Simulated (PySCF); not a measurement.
# C₄H₄FOS₂+: runs on many settings, part 2 of 2

PySCF 2.14.0. Atoms count from 0.

### Step 5. Nuclear shieldings: HSE06/ANO-RCC-VDZP

Job settings and geometry (Å):

```
{"job": {"kind": "nmr", "xc": "HSE06", "basis": "ANO-RCC-VDZP", "pop": true, "grid": 3}, "charge": 1, "multiplicity": 1}
C     -2.439144    -0.021968     0.076505
O     -1.389105     0.437985    -0.770050
C     -0.154845     0.246944    -0.438217
S      0.341207    -0.549524     1.003859
C      2.026082    -0.396669     0.685419
C      2.360957     0.225652    -0.455526
F      3.590564     0.430216    -0.855390
S      1.072269     0.813749    -1.496102
H     -2.422798     0.508050     1.031790
H     -3.364583     0.196507    -0.453502
H     -2.352131    -1.097022     0.250776
H      2.732724    -0.794605     1.394410
```

Method: GIAO HSE06/ANO-RCC-VDZP NMR shielding, non-relativistic, gas phase.

The program printed:

```text
coarse grid: 12248 points
cycle   1  E = -1124.8938422132  dE =  1.934e+00  |g| = 6.642e-01  |ddm| = 5.229e+00
cycle   2  E = -1124.6627966211  dE =  2.310e-01  |g| = 1.269e+00  |ddm| = 1.574e+00
cycle   3  E = -1124.9854564261  dE = -3.227e-01  |g| = 1.097e-01  |ddm| = 1.086e+00
cycle   4  E = -1124.9866261242  dE = -1.170e-03  |g| = 7.688e-02  |ddm| = 1.735e-01
cycle   5  E = -1124.9878269372  dE = -1.201e-03  |g| = 2.379e-02  |ddm| = 1.077e-01
cycle   6  E = -1124.9879576401  dE = -1.307e-04  |g| = 1.099e-02  |ddm| = 4.446e-02
cycle   7  E = -1124.9879900326  dE = -3.239e-05  |g| = 1.019e-03  |ddm| = 1.285e-02
cycle   8  E = -1124.9879902185  dE = -1.859e-07  |g| = 5.627e-04  |ddm| = 1.672e-03
final grid: 161808 points
cycle   9  E = -1124.9915934484  dE = -3.201e-05  |g| = 7.994e-03  |ddm| = 3.207e-02
cycle  10  E = -1124.9915716566  dE =  2.179e-05  |g| = 1.298e-02  |ddm| = 1.615e-02
cycle  11  E = -1124.9916062315  dE = -3.457e-05  |g| = 1.363e-03  |ddm| = 1.069e-02
cycle  12  E = -1124.9916066922  dE = -4.607e-07  |g| = 4.372e-04  |ddm| = 2.056e-03
cycle  13  E = -1124.9916067342  dE = -4.194e-08  |g| = 2.008e-04  |ddm| = 7.578e-04
cycle  14  E = -1124.9916067437  dE = -9.540e-09  |g| = 4.085e-05  |ddm| = 2.383e-04
cycle  15  E = -1124.9916067440  dE = -2.815e-10  |g| = 2.229e-05  |ddm| = 6.752e-05
converged SCF energy = -1124.9916067440

GIAO shielding tensors (ppm)
atom      isotropic    diamagn.    paramagn.     s11        s22        s33       span
  0 C      125.190     242.337    -117.147     92.173     98.041    185.355     93.182
  1 O      114.099     385.852    -271.753    -86.664    110.477    318.484    405.148
  2 C      -30.045     252.178    -282.223   -112.656    -45.500     68.022    180.678
  3 S      288.795    1071.747    -782.952     61.297    390.916    414.171    352.874
  4 C       80.015     252.029    -172.013      9.701     91.499    138.846    129.145
  5 C       20.535     252.957    -232.422    -47.006     52.776     55.834    102.840
  6 F      280.131     460.126    -179.995    191.028    267.803    381.562    190.534
  7 S      281.015    1069.623    -788.608     86.995    305.205    450.844    363.849
  8 H       27.366      29.271      -1.905     23.962     25.304     32.832      8.870
  9 H       26.296      27.090      -0.795     22.421     24.853     31.614      9.193
 10 H       27.431      29.511      -2.080     23.833     25.646     32.814      8.982
 11 H       24.125      29.305      -5.180     20.443     24.130     27.801      7.359
```

It took 94 s on 1 thread of Intel Xeon Platinum 8488C, shared host; peak memory 0.93 GiB.

This run: δ C2 219.8, C5 169.2, C4 109.7, C0 64.6, H11 7.64, H8 4.73 ppm (means over like atoms).

### Step 6. NMR shieldings: BP86/STO-3G

Settings changed since step 5:

```diff
@@ -1,2 +1,2 @@
-{"job": {"kind": "nmr", "xc": "HSE06", "basis": "ANO-RCC-VDZP", "pop": true, "grid": 3}, "charge": 1, "multiplicity": 1}
+{"job": {"kind": "nmr", "xc": "BP86", "basis": "STO-3G", "pop": false}, "charge": 1, "multiplicity": 1}
 C     -2.439144    -0.021968     0.076505
```

Level: GIAO BP86/STO-3G NMR shielding, non-relativistic, gas phase.

The program printed:

```text
coarse grid: 12248 points
cycle   1  E = -1112.8992255479  dE =  1.416e+00  |g| = 6.322e-01  |ddm| = 5.144e+00
cycle   2  E = -1112.1656856003  dE =  7.335e-01  |g| = 1.779e+00  |ddm| = 3.011e+00
cycle   3  E = -1113.0047541234  dE = -8.391e-01  |g| = 2.768e-01  |ddm| = 2.250e+00
cycle   4  E = -1113.0250095916  dE = -2.026e-02  |g| = 1.465e-01  |ddm| = 6.408e-01
cycle   5  E = -1113.0309358899  dE = -5.926e-03  |g| = 6.450e-02  |ddm| = 2.807e-01
cycle   6  E = -1113.0326191043  dE = -1.683e-03  |g| = 1.569e-02  |ddm| = 1.425e-01
cycle   7  E = -1113.0327078120  dE = -8.871e-05  |g| = 3.551e-03  |ddm| = 2.962e-02
cycle   8  E = -1113.0327117466  dE = -3.935e-06  |g| = 1.442e-03  |ddm| = 7.424e-03
final grid: 112624 points
cycle   9  E = -1112.9724520992  dE =  6.665e-06  |g| = 7.433e-03  |ddm| = 2.077e-02
cycle  10  E = -1112.9723468438  dE =  1.053e-04  |g| = 1.843e-02  |ddm| = 4.336e-02
cycle  11  E = -1112.9724674780  dE = -1.206e-04  |g| = 3.246e-03  |ddm| = 3.533e-02
cycle  12  E = -1112.9724713508  dE = -3.873e-06  |g| = 7.391e-04  |ddm| = 6.506e-03
cycle  13  E = -1112.9724716273  dE = -2.765e-07  |g| = 1.452e-04  |ddm| = 1.247e-03
cycle  14  E = -1112.9724716338  dE = -6.455e-09  |g| = 5.232e-05  |ddm| = 2.602e-04
cycle  15  E = -1112.9724716346  dE = -7.740e-10  |g| = 1.627e-05  |ddm| = 8.917e-05
converged SCF energy = -1112.9724716346

GIAO shielding tensors (ppm)
atom      isotropic    diamagn.    paramagn.     s11        s22        s33       span
  0 C      170.591     244.992     -74.401    144.355    144.644    222.774     78.419
  1 O      193.587     373.497    -179.910    -16.216    223.412    373.564    389.781
  2 C       76.399     262.797    -186.398     36.998     64.086    128.114     91.117
  3 S      463.896    1044.004    -580.108    252.846    522.087    616.757    363.911
  4 C      135.532     257.562    -122.030     92.500    126.312    187.784     95.284
  5 C      103.022     261.303    -158.281     77.373    110.915    120.779     43.406
  6 F      256.699     446.831    -190.131    120.232    205.378    444.488    324.256
  7 S      477.504    1042.078    -564.574    299.912    435.575    697.025    397.113
  8 H       28.767      29.486      -0.720     25.292     26.856     34.152      8.860
  9 H       27.744      26.948       0.796     23.669     25.734     33.828     10.160
 10 H       28.857      29.802      -0.945     25.199     27.380     33.993      8.794
 11 H       26.104      29.195      -3.091     21.417     26.306     30.588      9.171
```

Run time: 9 s. Hardware: 1 thread of Intel Xeon Platinum 8488C, shared host; peak memory 0.47 GiB.

Key values: δ C2 154.7, C5 128.1, C4 95.6, C0 60.5, H11 6.89, H8 4.54 ppm (means over like atoms).

### Step 7. Comparing the runs: electronic excitations

Excitations and ground-state properties, with basis size and wall time:

```
             run  lowest singlet (eV)  brightest (eV)      f  gap (eV)  α (Å³)  functions  time
PBE0/aug-cc-pVDZ                 4.61            4.61  0.114      5.19   12.17        228  29 s
     PBE0/6-31G*                 4.50            6.90  0.198      5.22   10.62        128  14 s
```

### Step 8. Side by side: NMR shifts

Shifts (ppm) of some atoms, chosen among heavy atoms and hydrogens apart, means over like atoms, with basis size and wall time:

```
               run     C2     C5     C4   H11    H8     O1      F6  functions  time
     PBE0/def2-SVP  213.0  166.3  107.2  7.23  4.69  223.5   -69.2        140  15 s
HSE06/ANO-RCC-VDZP  219.8  169.2  109.7  7.64  4.73  219.8  -102.6        140  94 s
       BP86/STO-3G  154.7  128.1   95.6  6.89  4.54  138.9    -0.4         52   9 s
```

### Step 9. Summary of results

What follows sums up all 2 parts.

| quantity | value |
| --- | --- |
| lowest singlet (PBE0/aug-cc-pVDZ) | 4.61 eV (269 nm), f = 0.114 |
| lowest triplet | 3.13 eV |
| 13C shifts against TMS (PBE0/def2-SVP) | 213.0, 166.3, 107.2, 63.0 ppm |
| 1H shifts against TMS (PBE0/def2-SVP, means over atoms taken as alike) | 7.23, 4.69 ppm |
| 17O shifts against H2O (PBE0/def2-SVP) | 223.5 ppm |
| 19F shifts against CFCl3 (PBE0/def2-SVP) | -69.2 ppm |
| shieldings of S (PBE0/def2-SVP) | S7 284.3, S3 293.1 ppm |
| range of the lowest singlet | 4.50 to 4.61 eV |
| range of the shift of F6 (minimal bases aside) | -102.6 to -69.2 ppm |
| property runs in this session | 5, of which 0 failed and 1 gave unsound results |

**Reading.** Single values in the summary come from the first sound run of each kind (PBE0/aug-cc-pVDZ; PBE0/def2-SVP), which need not be the best level. The first singlet state (HOMO→LUMO 0.93) lies at 4.61 eV and is bright. The lowest triplet lies 1.49 eV below the lowest singlet. At PBE0/aug-cc-pVDZ, counted by nearest atom on the grid, the HOMO lies on C4, C5 about 22 % each; S3 13 %, the LUMO on C2 41 %; S3, S7 about 20 % each. At PBE0/def2-SVP: The largest span, 417 ppm, is at O1, where the paramagnetic term is -270 ppm. NICS(1)zz of -16 ppm above the planar ring from C2 marks a diatropic (aromatic) ring current. The lowest singlet runs from 4.50 eV (PBE0/6-31G*) to 4.61 eV (PBE0/aug-cc-pVDZ), while the orbital gap spans 5.19 to 5.22 eV. Some runs use the Tamm-Dancoff approximation and others full TDDFT, which shifts states apart from functional and basis. The lowest state need not be the same one in every run. The runs solved for a few states only, so the brightest column depends on that window. Leaving out the minimal-basis runs, which are unusable for shieldings: Among the atoms with a shift in every run: In ppm, F6 moves most: its shift spreads over 33.4 ppm, from -102.6 (HSE06/ANO-RCC-VDZP) to -69.2 (PBE0/def2-SVP). Most of that comes from the computed reference, not from the atom's own shielding.
